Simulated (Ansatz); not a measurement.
Below is the output of a Python script on Ansatz 0.2.0 through its Python package that makes a test of the smearing width of GdNi2, space group Fd-3m. Write a script that gives it. Level of theory (first run): r2SCAN, PAW, the default cutoff (500 eV here), 6×6×6 k-points, cold smearing of 0.3 eV, collinear spin. The script varies width (eV): 0.3, 0.2, 0.1, 0.05.

```
CELL_PARAMETERS angstrom
0.00000 3.57308 3.57308
3.57308 0.00000 3.57308
3.57308 3.57308 0.00000
ATOMIC_POSITIONS crystal
Gd 0.00000 0.00000 0.00000
Gd 0.25000 0.25000 0.25000
Ni 0.62500 0.62500 0.62500
Ni 0.12500 0.62500 0.62500
Ni 0.62500 0.12500 0.62500
Ni 0.62500 0.62500 0.12500
```

```console
$ python gdni2_smear.py
DeckWarning: basis.ecutwfc = 500 eV, auto-derived from the records' recommended cutoffs: set by Gd (their level for a meta-GGA)
RunWarning: the starting moments were not kept: 4 of 6 ended reversed and 2 kept their direction, counting a site from 0.1 μB. The largest reversed, site 2 (counted from 0, in the order of the [...]
  width (eV)   F/atom (eV)    iterations  moment (muB)      k-points
         0.3   -7012.60291            27        14.131            16
         0.2   -7012.60672            26        14.117            16
         0.1   -7012.60931            26        14.134            16
        0.05   -7012.60930            26        14.137            16
0.3: +6.39 meV/atom
0.2: +2.58 meV/atom
0.1: -0.01 meV/atom  (within 2 meV)
```
(Warnings from the package without file and line, shortened, repeats left out.)

The script that was run (others could print the same):

Script `gdni2_smear.py`:
```python
'''How the energy of GdNi2 depends on the smearing.'''

from dataclasses import dataclass

import ansatz as az


@dataclass(frozen=True)
class RunConfig:
    kmesh: tuple[int, ...] = (6, 6, 6)


cfg = RunConfig()

system = (
    az.Lattice.of((0.0, 3.573075, 3.573075), (3.573075, 0.0, 3.573075), (3.573075, 3.573075, 0.0))
    .atom('Gd', (0.0, 0.0, 0.0))
    .atom('Gd', (0.25, 0.25, 0.25))
    .atom('Ni', (0.625, 0.625, 0.625))
    .atom('Ni', (0.125, 0.625, 0.625))
    .atom('Ni', (0.625, 0.125, 0.625))
    .atom('Ni', (0.625, 0.625, 0.125))
    .moments(Gd=7, Ni=1.5)
)

job = (
    system.calculation()
    .functional(az.Functional.R2SCAN)
    .pseudopotentials('paw')
    .kpoints(*cfg.kmesh)
    .spin(az.SpinTreatment.COLLINEAR)
)

rows = []
for value in [0.3, 0.2, 0.1, 0.05]:
    rep = job.occupations('cold', width=value).run(threads=1, pin='off').report
    rows.append((value, rep['free_energy_ev'] / len(rep['lattice']['sites']), rep['n_iterations'], rep['magnetization_mub'], rep['n_kpoints']))

print('  width (eV)   F/atom (eV)    iterations  moment (muB)      k-points')
for row in rows:
    print(f'{str(row[0]):>12s}  {row[1]:12.5f}  {row[2]:12d}  {row[3]:12.3f}  {row[4]:12d}')

# the last row is the reference
for row in rows[:-1]:
    shift = 1000 * (row[1] - rows[-1][1])
    print(f'{row[0]}: {shift:+.2f} meV/atom' + ('  (within 2 meV)' if abs(shift) < 2 else ''))
```

Going from 0.05 to 0.3 eV changes F by +6.4 meV an atom. This scheme is built to cancel the term in the square of the width, but that needs a smooth density of states and a fine mesh, and here a sizeable shift remains.

Notes:
- Open f shells: without a Hubbard U, without spin-orbit coupling; the state reached hangs on the start and needn't be the lowest.
- For a metal this k-point mesh is coarse: on a finer one energies can move by several to tens of meV an atom and pressures by half a GPa or more, differences at one mesh by less.
- The overall sign of a collinear moment is arbitrary, and semilocal functionals can give small moments to compounds that are paramagnetic.
- The narrowest width needs the finest mesh, so the last row is no converged reference.
- r2SCAN tends to overestimate the moments of itinerant magnets.
- This cell is a computed structure, which may not be the phase found in nature.
- Finished in 6.2 min on 1 thread of Arm Neoverse V1 (shared host), peak memory 0.91 GiB.
